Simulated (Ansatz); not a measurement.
**CH₆BNS: how energies converge with the basis set**

How large a basis does CH₆BNS need? Two functionals are run in growing sets.

Computed with Ansatz 0.2.0, Gaussian basis. Level: one geometry, several basis sets.

Plan: PBE0-D4/def2-SVP; ωB97M-V/def2-SVP; PBE0-D4/def2-QZVPP; ωB97M-V/def2-QZVPP; the functionals' def2-TZVPP values are taken from earlier runs.

### Step 1. Structure used throughout

All runs share one geometry, relaxed beforehand with PBE0-D4 in a triple-zeta def2 set.

SMILES `BSCN`, 10 atoms, charge 0, spin multiplicity 1.

Atoms are counted from 1 here; the program's logs count them from 0.

Bond lengths: B1–S2 1.757 Å, B1–H5 1.193 Å, B1–H6 1.192 Å, S2–C3 1.823 Å, C3–N4 1.441 Å, C3–H7 1.098 Å, C3–H8 1.090 Å, N4–H9 1.012 Å, N4–H10 1.013 Å. Angles: S2–B1–H5 116.3°, S2–B1–H6 120.7°, H5–B1–H6 122.9°, B1–S2–C3 103.7°, S2–C3–N4 111.2°, S2–C3–H7 104.5°, S2–C3–H8 107.9°, N4–C3–H7 115.5°, N4–C3–H8 109.2°, H7–C3–H8 108.1°, C3–N4–H9 111.1°, C3–N4–H10 110.6°, H9–N4–H10 108.1°.

Coordinates:

```xyz
10
CH6BNS
B    -1.1328    1.6118    0.0681
S    -1.2569   -0.0266    0.6905
C     0.4331   -0.6855    0.5132
N     0.7665   -0.9022   -0.8720
H    -2.1401    2.2505    0.0564
H    -0.0851    2.0467   -0.2976
H     0.4480   -1.5810    1.1487
H     1.1229    0.0438    0.9385
H     0.1911   -1.6303   -1.2765
H     1.7364   -1.1783   -0.9663
```

### Step 2. PBE0-D4 in def2-SVP

File in.yaml:

```yaml
crystal:
  periodic: [false, false, false]
  atoms:
    - {symbol: B, position_ang: [-1.132817, 1.611762, 0.068131]}
    - {symbol: S, position_ang: [-1.256941, -0.026596, 0.690463]}
    - {symbol: C, position_ang: [0.433135, -0.685501, 0.513205]}
    - {symbol: N, position_ang: [0.766470, -0.902180, -0.871967]}
    - {symbol: H, position_ang: [-2.140063, 2.250510, 0.056382]}
    - {symbol: H, position_ang: [-0.085114, 2.046726, -0.297584]}
    - {symbol: H, position_ang: [0.448002, -1.580980, 1.148738]}
    - {symbol: H, position_ang: [1.122949, 0.043833, 0.938502]}
    - {symbol: H, position_ang: [0.191063, -1.630329, -1.276518]}
    - {symbol: H, position_ang: [1.736414, -1.178346, -0.966250]}
basis:
  gaussian: {orbitals: def2-SVP}
hamiltonian: {xc: pbe0, dispersion: d4}
output: {orbitals: {seedname: orbitals}}
```

Run with:

```
> ansatz run in.yaml --threads 2 --pin off --events-out ev --progress --plain --max-ram 4352MiB
```

Log:

```text
Functional definition: PBE0
  name "PBE0"
  cite "Adamo & Barone, J. Chem. Phys. 110, 6158 (1999) doi:10.1063/1.478522"
  cite "Perdew, Burke & Ernzerhof, Phys. Rev. Lett. 77, 3865 (1996) doi:10.1103/PhysRevLett.77.3865"
  parent pbe
  parameter a = 0.25
  parameter kappa = 0.804
  parameter beta = 0.06672455060314922
  exchange = (1 - a)*pbe_x(kappa = kappa, mu = beta*pi^2/3) + a*exact_x
  correlation = pbe_c(beta = beta)
1040 factors; their error is unknown
mean field evaluation 1: about -14117.9016 eV, gradient 4.6e1 eV
mean field evaluation 2: about -14114.9602 eV, gradient 5.8e1 eV
mean field evaluation 4: about -14122.7728 eV, gradient 1.2e0 eV
mean field evaluation 8: about -14122.7773 eV, gradient 2.0e-2 eV
mean field evaluation 16: about -14122.8189 eV, gradient 6.7e-5 eV
mean field -14122.81886278 eV, -519.0040204169 hartree, gradient 6.7e-5 eV, S^2 0.000000; 0 other end points of the search recorded, 0 dependent functions left out
reference -14122.81888890 eV, -519.0040213765 hartree; 20, 20 occupied and 70, 70 virtual orbitals, 1040 factors
Total energy: -14122.97465083 eV, -519.0097455219 hartree
```

Run time: 1.2 s. Hardware: 2 threads of Arm Neoverse V1, shared host.

### Step 3. ωB97M-V in def2-SVP

in.yaml, as its differences from that of step 2:

```diff
@@ -15,3 +15,3 @@
   gaussian: {orbitals: def2-SVP}
-hamiltonian: {xc: pbe0, dispersion: d4}
+hamiltonian: {xc: {name: wB97M-V}}
 output: {orbitals: {seedname: orbitals}}
```

Same command.

Log, cut to the lines that bear on the results:

```text
Functional definition: wB97M-V
  name "wB97M-V"
  cite "Mardirossian & Head-Gordon, J. Chem. Phys. 144, 214110 (2016) doi:10.1063/1.4952647"
  cite "Becke, J. Chem. Phys. 107, 8554 (1997) doi:10.1063/1.475007"
  cite "Vydrov & Van Voorhis, J. Chem. Phys. 133, 244103 (2010) doi:10.1063/1.3521275"
  # Of w^i u^j: cxij and so on, Table III.
[...]
  gx(w, u) = 1 - cx + cx01*u + cx10*w
  gss(w, u) = css00 + css04*u^4 + css10*w + css20*w^2 + css43*w^4*u^3
  gos(w, u) = cos00 + cos10*w + (cos20 + cos21*u)*w^2 + (cos60 + cos61*u)*w^6
[...]
      + integral(e_c_pw_mod_opposite_spin*gos(b97_w_opposite, b97_u_opposite)) + vv10(b, c)
1037 factors; their error is unknown
277 factors; integrals over basis functions are off by at most 1.3e-5 eV
[...]
mean field -14128.17754227 eV, -519.2009482558 hartree, gradient 5.9e-6 eV, S^2 0.000000; 0 other end points of the search recorded, 0 dependent functions left out
reference -14128.17758286 eV, -519.2009497472 hartree; 20, 20 occupied and 70, 70 virtual orbitals, 1037 factors
Total energy: -14128.17758286 eV, -519.2009497472 hartree
```

Wall time 5.5 s (2 threads of Arm Neoverse V1, shared host).

### Step 4. PBE0-D4 in def2-QZVPP

in.yaml, as its differences from that of step 3:

```diff
@@ -14,4 +14,4 @@
 basis:
-  gaussian: {orbitals: def2-SVP}
-hamiltonian: {xc: {name: wB97M-V}}
+  gaussian: {orbitals: "def2-QZVPP.json"}
+hamiltonian: {xc: pbe0, dispersion: d4}
 output: {orbitals: {seedname: orbitals}}
```

Launched as before.

Log:

```text
Functional definition: PBE0
  name "PBE0"
  cite "Adamo & Barone, J. Chem. Phys. 110, 6158 (1999) doi:10.1063/1.478522"
  cite "Perdew, Burke & Ernzerhof, Phys. Rev. Lett. 77, 3865 (1996) doi:10.1103/PhysRevLett.77.3865"
  parent pbe
  parameter a = 0.25
  parameter kappa = 0.804
  parameter beta = 0.06672455060314922
  exchange = (1 - a)*pbe_x(kappa = kappa, mu = beta*pi^2/3) + a*exact_x
  correlation = pbe_c(beta = beta)
1299 factors; their error is unknown
mean field evaluation 1: about -14123.3135 eV, gradient 5.9e1 eV
mean field evaluation 2: about -14115.2491 eV, gradient 8.3e1 eV
mean field evaluation 4: about -14130.8603 eV, gradient 3.0e0 eV
mean field evaluation 8: about -14130.8820 eV, gradient 7.0e-2 eV
mean field evaluation 16: about -14130.8922 eV, gradient 5.4e-5 eV
mean field -14130.89216469 eV, -519.3007087896 hartree, gradient 5.4e-5 eV, S^2 0.000000; 0 other end points of the search recorded, 0 dependent functions left out
reference -14130.89220167 eV, -519.3007101486 hartree; 20, 20 occupied and 401, 401 virtual orbitals, 1299 factors
Total energy: -14131.04796360 eV, -519.3064342940 hartree
```

Wall time 9.5 s (2 threads of Arm Neoverse V1, shared host); peak memory 1.1 GiB.

### Step 5. ωB97M-V in def2-QZVPP

in.yaml, as its differences from that of step 4:

```diff
@@ -15,3 +15,3 @@
   gaussian: {orbitals: "def2-QZVPP.json"}
-hamiltonian: {xc: pbe0, dispersion: d4}
+hamiltonian: {xc: {name: wB97M-V}}
 output: {orbitals: {seedname: orbitals}}
```

Same command.

Log, cut to the lines that bear on the results:

```text
Functional definition: wB97M-V
  name "wB97M-V"
  cite "Mardirossian & Head-Gordon, J. Chem. Phys. 144, 214110 (2016) doi:10.1063/1.4952647"
  cite "Becke, J. Chem. Phys. 107, 8554 (1997) doi:10.1063/1.475007"
  cite "Vydrov & Van Voorhis, J. Chem. Phys. 133, 244103 (2010) doi:10.1063/1.3521275"
  # Of w^i u^j: cxij and so on, Table III.
[...]
  gx(w, u) = 1 - cx + cx01*u + cx10*w
  gss(w, u) = css00 + css04*u^4 + css10*w + css20*w^2 + css43*w^4*u^3
  gos(w, u) = cos00 + cos10*w + (cos20 + cos21*u)*w^2 + (cos60 + cos61*u)*w^6
[...]
      + integral(e_c_pw_mod_opposite_spin*gos(b97_w_opposite, b97_u_opposite)) + vv10(b, c)
1271 factors; their error is unknown
346 factors; integrals over basis functions are off by at most 1.1e-5 eV
[...]
mean field -14136.41469690 eV, -519.5036581052 hartree, gradient 3.8e-5 eV, S^2 0.000000; 0 other end points of the search recorded, 0 dependent functions left out
reference -14136.41475799 eV, -519.5036603501 hartree; 20, 20 occupied and 401, 401 virtual orbitals, 1271 factors
Total energy: -14136.41475799 eV, -519.5036603501 hartree
```

Wall time 22 s (2 threads of Arm Neoverse V1, shared host); peak memory 1.4 GiB.

### Step 6. Density functionals: the series

The def2-TZVPP values come from earlier runs at the same geometry.

| functional | basis | functions | energy (eV) | from the largest (eV) | HOMO (eV) | LUMO (eV) |
| --- | --- | --- | --- | --- | --- | --- |
| PBE0-D4 | def2-SVP | 90 | -14122.9747 | 8.073 | -7.05 | -0.85 |
| PBE0-D4 | def2-TZVPP | 219 | -14130.5142 | 0.534 | -7.30 | -1.04 |
| PBE0-D4 | def2-QZVPP | 421 | -14131.0480 | 0.000 | -7.34 | -1.08 |
| ωB97M-V | def2-SVP | 90 | -14128.1776 | 8.237 | -9.40 | 1.21 |
| ωB97M-V | def2-TZVPP | 219 | -14135.9054 | 0.509 | -9.64 | 0.89 |
| ωB97M-V | def2-QZVPP | 421 | -14136.4148 | 0.000 | -9.69 | 0.77 |

### Step 7. Outcome

```
                                       quantity          value
PBE0-D4: double and triple zeta above quadruple  8.07, 0.53 eV
ωB97M-V: double and triple zeta above quadruple  8.24, 0.51 eV
```

For PBE0-D4 the step from double to triple zeta gains 7.54 eV and the next only 0.53 eV. These are total energies; as a rule much of such shifts cancels in differences, which this series doesn't test.

For PBE0-D4 the largest set took about 8 times as long as the smallest (9.5 s against 1.2 s).
